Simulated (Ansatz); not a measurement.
Born–Oppenheimer molecular dynamics of a periodic cell of 40 atoms, K3AsF6 (host K3AsF6, host structure Fm-3m). It starts from an unrelaxed structure (largest force component 0.51 eV/Å).

These are results of DFT r2SCAN, scalar-relativistic, plane waves, PAW (Ansatz), not measurements. Settings: accuracy low, cutoff 250 eV, k mesh 1x1x1, fermi-dirac smearing 0.05 eV, no spin polarisation.

| Property | Result |
| --- | --- |
| ensemble | NVT, Nosé–Hoover chain |
| time step | 2 fs |
| steps asked | 200 |
| set temperature | 1500 K |
| thermostat | time constant 200 fs, chain length 3 |
| seed | 574000 |

Frames 40 fs apart, positions in Å, forces in eV/Å.

Velocities at 40.0 fs (Å/ps):

```
K 4.55 -1.53 -9.80
K 8.31 -2.02 0.00
K -4.77 5.39 1.10
As -3.60 5.24 1.08
F -3.40 -3.98 1.05
F -1.32 -5.78 15.58
F -7.49 12.71 3.78
F 9.49 14.35 -0.68
F 1.01 3.86 2.19
F 3.58 13.57 -0.22
K -1.22 3.55 -5.21
K -3.48 -16.09 -6.50
K 0.62 -7.80 0.72
As -2.73 4.44 -1.12
F -0.36 -7.88 8.46
F 1.64 -7.91 -3.94
F 12.36 -0.86 -0.06
F -13.39 0.55 1.82
F 7.67 -14.60 7.06
F 13.61 4.66 -0.32
K 1.38 1.20 6.19
K -4.90 -2.30 -2.25
K -1.00 2.03 -0.50
As 0.55 -2.83 -2.42
F 9.23 1.47 6.15
F 0.67 -9.78 -0.12
F -3.96 8.23 -3.69
F -1.84 -2.73 17.87
F -1.91 2.87 0.75
F -2.60 -7.27 -6.17
K 5.02 4.90 -4.04
K -3.68 -7.81 -1.24
K -1.42 0.86 -0.84
As -2.26 -0.52 -2.49
F -0.28 4.49 -6.84
F 0.88 7.53 4.91
F 7.36 2.52 2.47
F -1.17 2.03 6.95
F -2.08 -8.69 0.94
F 5.20 6.07 7.64
```

```xyz
40
Lattice="9.1677 0.0000 0.0000 0.0000 9.1677 0.0000 0.0000 0.0000 9.1677" Properties=species:S:1:pos:R:3:forces:R:3 time_fs=40.0 energy_less_start_eV=2.109 T=1087
K 2.492 2.111 1.836 0.10 1.25 0.91
K 7.237 6.819 6.913 -0.20 -0.16 -0.24
K 4.311 4.744 4.684 0.57 0.17 -0.28
As 0.012 0.188 0.203 -0.34 -0.35 0.28
F 4.459 4.661 1.985 -0.04 -0.57 0.21
F 7.045 4.446 5.195 1.19 -0.28 -0.27
F 4.343 5.121 7.173 -0.15 0.09 0.15
F 4.867 2.315 4.589 0.06 -0.38 -0.14
F 4.951 7.414 4.572 -0.99 -0.70 0.33
F 1.880 5.272 4.157 -0.55 -0.80 1.41
K 6.890 7.023 2.078 -0.29 0.06 0.12
K 2.169 1.625 6.647 0.19 0.49 -0.29
K 0.054 -0.335 4.450 -0.05 0.21 1.37
As 4.463 4.607 0.005 0.13 0.04 -0.27
F 0.052 -0.347 2.198 -0.27 0.54 -2.07
F 2.532 -0.323 4.337 0.70 0.01 0.40
F 0.404 -0.021 7.205 -0.12 -0.17 0.31
F -0.422 6.385 4.753 0.05 -0.83 -0.49
F 0.228 2.146 4.764 0.08 0.80 0.16
F 6.701 -0.216 4.601 -0.47 1.16 -0.12
K 6.946 2.324 7.128 -0.23 0.05 -0.28
K 2.064 6.812 2.182 0.19 0.09 -0.01
K -0.020 4.580 -0.036 -0.08 0.28 0.13
As 4.697 0.134 4.520 0.61 -1.13 -0.34
F 0.271 4.792 6.635 -0.09 -0.58 -1.26
F 2.497 4.149 -0.072 0.01 0.41 0.22
F 0.152 4.918 2.429 -1.08 -0.27 0.62
F -0.117 2.214 0.618 0.07 -0.78 0.11
F -0.128 7.380 0.049 -0.04 -0.26 -0.18
F 6.486 4.237 -0.263 0.32 0.45 0.08
K 2.477 7.110 6.751 0.00 -0.31 -0.26
K 6.714 1.955 2.269 -0.04 0.17 0.03
K 4.404 0.118 -0.137 0.80 -0.57 0.53
As -0.069 4.430 4.606 0.31 2.62 0.46
F 4.625 0.128 6.586 -0.20 -0.07 -0.42
F 7.077 0.332 0.111 0.45 -0.25 0.08
F 4.780 -0.162 2.508 0.22 0.58 0.13
F 4.578 6.744 0.379 -0.11 -0.05 -0.39
F 4.505 2.560 -0.023 0.09 0.09 0.18
F 2.038 0.401 0.408 -0.83 -1.06 -0.90
40
Lattice="9.1677 0.0000 0.0000 0.0000 9.1677 0.0000 0.0000 0.0000 9.1677" Properties=species:S:1:pos:R:3:forces:R:3 time_fs=80.0 energy_less_start_eV=3.348 T=868
K 2.695 2.306 1.695 -0.45 -0.23 0.74
K 7.522 6.709 6.912 -0.34 -0.05 0.43
K 4.232 4.926 4.691 0.20 -0.77 -0.03
As -0.071 0.316 0.278 0.27 0.21 -2.28
F 4.276 4.400 1.944 -0.12 0.38 0.22
F 7.469 4.162 5.627 -1.17 0.09 0.14
F 4.048 5.603 7.373 0.30 -0.64 -0.32
F 5.221 2.629 4.482 -0.32 -0.54 -0.12
F 4.862 7.284 4.730 1.03 1.02 -0.28
F 1.635 5.543 4.530 0.70 0.79 -1.01
K 6.814 7.167 1.895 0.20 -0.36 0.03
K 2.175 1.185 6.319 0.74 0.99 0.46
K 0.113 -0.574 4.665 -0.01 0.68 -0.27
As 4.377 4.702 -0.014 0.95 -0.85 0.11
F -0.107 -0.405 1.880 -0.19 -0.90 2.59
F 2.849 -0.584 4.328 -0.91 0.41 -0.30
F 0.649 -0.339 7.288 -0.38 -0.52 -1.00
F -0.879 6.226 4.615 -0.54 1.95 0.35
F 0.498 1.885 5.022 -0.57 0.26 -0.57
F 6.745 0.172 4.537 -0.33 -0.71 0.20
K 6.948 2.342 7.266 -0.27 -0.42 -0.53
K 1.903 6.757 2.083 0.01 0.04 0.07
K -0.067 4.661 -0.034 -0.09 -0.24 0.16
As 4.794 0.044 4.428 0.15 0.17 0.39
F 0.521 4.732 6.335 0.21 0.41 2.27
F 2.518 4.099 -0.028 -0.61 0.86 -0.10
F -0.316 5.160 2.564 0.21 0.27 -1.12
F -0.127 2.011 1.360 0.45 0.16 -0.57
F -0.311 7.384 -0.025 -0.30 -0.14 0.08
F 6.471 4.253 -0.425 0.38 0.89 0.22
K 2.642 7.267 6.536 -0.44 -0.08 -0.05
K 6.562 1.761 2.300 0.51 1.58 0.51
K 4.479 0.034 -0.113 0.13 -0.21 -0.05
As -0.115 4.597 4.615 0.85 -2.46 -1.13
F 4.546 0.187 6.392 0.29 -0.44 0.37
F 7.117 0.427 0.264 -0.89 -0.59 -0.16
F 5.102 -0.075 2.428 -0.69 -0.92 -0.05
F 4.493 6.713 0.522 -0.17 -0.35 0.19
F 4.549 2.470 0.029 0.17 0.32 -0.23
F 1.860 0.139 0.366 1.05 -0.07 0.58
40
Lattice="9.1677 0.0000 0.0000 0.0000 9.1677 0.0000 0.0000 0.0000 9.1677" Properties=species:S:1:pos:R:3:forces:R:3 time_fs=120.0 energy_less_start_eV=3.886 T=809
K 2.744 2.503 1.865 -0.65 -0.74 0.00
K 7.677 6.557 7.035 -0.34 0.11 0.13
K 4.273 4.890 4.677 0.23 0.05 -0.04
As -0.100 0.265 0.287 -0.41 -2.17 1.36
F 4.099 4.391 2.024 0.61 0.03 0.00
F 7.655 4.046 5.795 -0.18 0.35 -0.95
F 3.993 5.640 7.409 0.66 -0.58 -0.10
F 5.290 2.615 4.345 -0.79 0.05 0.52
F 5.281 7.454 4.715 -0.59 -1.09 -0.38
F 1.465 6.073 4.409 -0.66 -0.93 0.02
K 6.797 7.158 1.746 0.00 -0.79 0.35
K 2.432 1.150 6.089 -0.67 0.87 0.27
K 0.162 -0.595 4.790 -0.71 0.46 -1.70
As 4.401 4.684 -0.022 -0.87 1.15 0.24
F -0.328 -0.502 2.033 0.41 0.39 -0.44
F 2.744 -0.622 4.176 0.85 0.32 -0.13
F 0.559 -0.950 6.982 0.25 0.67 0.73
F -1.240 6.386 4.644 1.30 -1.76 0.11
F 0.421 1.996 4.966 0.19 0.50 0.01
F 6.797 0.239 4.611 -1.31 0.17 -0.35
K 6.824 2.236 7.222 -0.27 -0.18 -0.21
K 1.753 6.747 1.983 0.03 0.04 -0.16
K -0.140 4.681 0.017 0.23 -0.02 -0.03
As 4.845 0.004 4.378 1.32 0.07 -0.13
F 0.666 4.803 6.576 -0.36 0.32 -1.64
F 2.355 4.640 0.051 0.92 -0.33 0.37
F -0.685 5.342 2.405 0.69 -0.78 0.37
F 0.138 1.812 1.572 -0.04 0.16 -1.12
F -0.623 7.471 -0.031 1.00 0.47 0.09
F 6.642 4.862 -0.428 -0.74 -0.14 0.20
K 2.675 7.338 6.315 -0.04 -0.91 0.54
K 6.567 2.019 2.462 0.75 0.01 -0.40
K 4.608 -0.172 -0.094 -0.40 -0.09 -0.04
As -0.103 4.681 4.640 -0.35 1.91 1.66
F 4.654 0.000 6.443 0.04 0.29 -0.06
F 7.031 0.232 0.249 0.07 1.01 0.08
F 5.052 -0.393 2.383 -0.27 0.72 1.18
F 4.300 6.439 0.735 0.22 0.81 -0.34
F 4.720 2.581 -0.055 -0.16 -0.94 0.02
F 1.751 -0.320 0.440 0.03 0.52 -0.01
40
Lattice="9.1677 0.0000 0.0000 0.0000 9.1677 0.0000 0.0000 0.0000 9.1677" Properties=species:S:1:pos:R:3:forces:R:3 time_fs=160.0 energy_less_start_eV=3.262 T=1021
K 2.580 2.445 2.096 0.64 -0.20 0.22
K 7.692 6.477 7.189 -0.74 0.48 -0.70
K 4.402 4.843 4.653 0.44 0.29 0.09
As -0.121 0.032 0.375 0.35 -0.38 0.73
F 4.311 4.438 2.174 0.06 -0.01 -0.48
F 7.414 4.035 5.607 1.10 0.13 0.03
F 4.320 5.282 7.309 -0.57 0.28 0.17
F 4.830 2.523 4.484 -0.27 -0.71 -0.01
F 5.462 7.220 4.514 -0.75 1.25 0.29
F 1.178 6.300 4.168 0.49 -0.47 0.56
K 6.768 6.872 1.730 -0.32 0.24 1.14
K 2.532 1.419 5.974 0.02 0.13 0.01
K 0.023 -0.425 4.446 0.38 0.19 1.33
As 4.363 4.814 0.047 1.63 0.02 0.69
F -0.398 -0.487 2.245 0.10 0.63 -3.11
F 2.797 -0.444 3.977 -0.40 0.07 0.83
F 0.567 -1.111 6.873 -0.12 0.69 0.17
F -1.256 6.275 4.830 0.86 -0.14 -0.79
F 0.405 2.326 4.852 0.41 -0.23 -0.01
F 6.700 0.351 4.543 1.54 0.45 -0.15
K 6.581 2.046 7.085 -0.36 -0.13 -0.16
K 1.625 6.742 1.853 0.30 -0.25 0.36
K -0.146 4.649 0.061 0.14 -0.51 -0.43
As 4.947 -0.048 4.417 -1.80 -1.84 -0.86
F 0.656 5.155 6.415 0.28 -0.06 1.16
F 2.497 4.974 0.233 -1.29 -0.49 -0.41
F -0.608 5.102 2.295 0.06 -0.16 0.56
F 0.446 1.904 1.132 -1.03 -0.97 -0.61
F -0.569 7.215 0.059 0.85 1.36 0.99
F 6.366 5.448 -0.222 0.02 -0.87 0.13
K 2.677 7.132 6.228 0.10 -0.10 0.02
K 6.824 2.409 2.539 -0.11 0.03 0.12
K 4.602 -0.379 -0.087 -0.20 1.01 0.03
As -0.023 4.831 4.759 -2.30 -0.17 -1.38
F 4.839 -0.108 6.552 -0.17 -0.11 -0.38
F 6.954 0.539 0.293 1.67 -0.39 0.25
F 4.891 -0.433 2.489 0.84 0.61 0.43
F 4.313 6.603 0.713 -0.26 -0.72 -0.42
F 4.741 2.189 -0.191 -0.32 0.12 -0.06
F 1.827 -0.464 0.573 -1.26 0.95 -0.34
40
Lattice="9.1677 0.0000 0.0000 0.0000 9.1677 0.0000 0.0000 0.0000 9.1677" Properties=species:S:1:pos:R:3:forces:R:3 time_fs=200.0 energy_less_start_eV=2.726 T=1228
K 2.546 2.278 2.375 -0.06 -0.24 -0.11
K 7.518 6.621 7.174 0.24 0.53 0.07
K 4.687 4.826 4.669 0.02 -1.00 0.33
As -0.087 -0.036 0.228 -0.09 -0.01 -0.87
F 4.691 4.481 2.111 0.17 0.39 0.58
F 7.512 4.055 5.479 -1.64 -0.41 0.66
F 4.394 5.099 7.311 -0.06 0.33 0.30
F 4.186 2.151 4.601 1.60 0.88 -1.28
F 5.166 7.130 4.471 0.16 -0.61 -0.27
F 1.276 6.220 4.218 0.95 0.17 -0.34
K 6.672 6.649 2.124 0.59 0.55 0.49
K 2.553 1.768 5.946 -1.37 -0.52 1.92
K -0.028 -0.157 4.362 0.60 -0.06 0.70
As 4.399 4.854 0.180 -0.69 -1.52 -1.92
F -0.471 -0.366 1.976 0.52 0.00 1.02
F 2.853 -0.232 4.264 0.49 -0.51 -0.16
F 0.539 -0.825 6.828 -0.06 0.09 -0.32
F -1.131 6.416 4.594 -1.20 0.80 0.05
F 0.665 2.573 4.673 -0.04 -0.30 -0.53
F 6.841 0.676 4.325 -0.54 -0.09 0.58
K 6.237 1.806 6.878 0.23 0.29 -0.03
K 1.614 6.667 1.820 0.65 0.21 0.53
K -0.065 4.406 -0.043 -0.13 -0.17 -0.13
As 4.907 -0.183 4.405 -0.19 2.35 0.15
F 0.562 5.348 6.504 -0.67 -0.33 0.53
F 2.292 4.912 0.200 1.08 -0.57 0.07
F -0.471 4.707 2.620 -0.23 0.27 -0.43
F 0.271 1.807 0.528 0.71 0.78 0.28
F -0.231 6.883 0.445 -1.02 0.12 -0.94
F 6.270 5.474 0.043 0.23 -0.64 -0.25
K 2.687 6.873 6.205 -0.42 0.57 0.51
K 7.117 2.788 2.630 -0.20 -0.95 -0.01
K 4.537 -0.236 -0.071 -0.01 -0.23 0.30
As -0.109 4.881 4.732 2.30 -0.81 -0.82
F 4.880 -0.348 6.491 -0.15 -0.34 0.33
F 7.343 0.793 0.489 -1.54 -0.07 -0.75
F 5.185 -0.202 2.536 -0.43 -0.43 -0.78
F 4.132 6.623 0.492 -0.16 0.24 0.43
F 4.521 1.965 -0.373 -0.15 1.42 -0.20
F 1.803 -0.182 0.666 0.48 -0.16 0.29
```

Of the whole run (400 fs, mean temperature of the second half 1261 K): The conserved energy stayed within 0.22 meV per atom of its start (net change 0.17 meV per atom), so the integration is sound. The mean temperature of the second half is 16 % below the set value. A run of 0.4 ps of so small a system gives no equilibrium averages. The plane-wave cutoff is below what these datasets need, so energies and pressures aren't converged. Limits of this set-up: coarse k mesh, low accuracy level.

Run time: 7.4 min on 4 threads of Intel(R) Xeon(R) Platinum 8488C (Sapphire Rapids), on a shared host, peak memory 0.81 GiB.
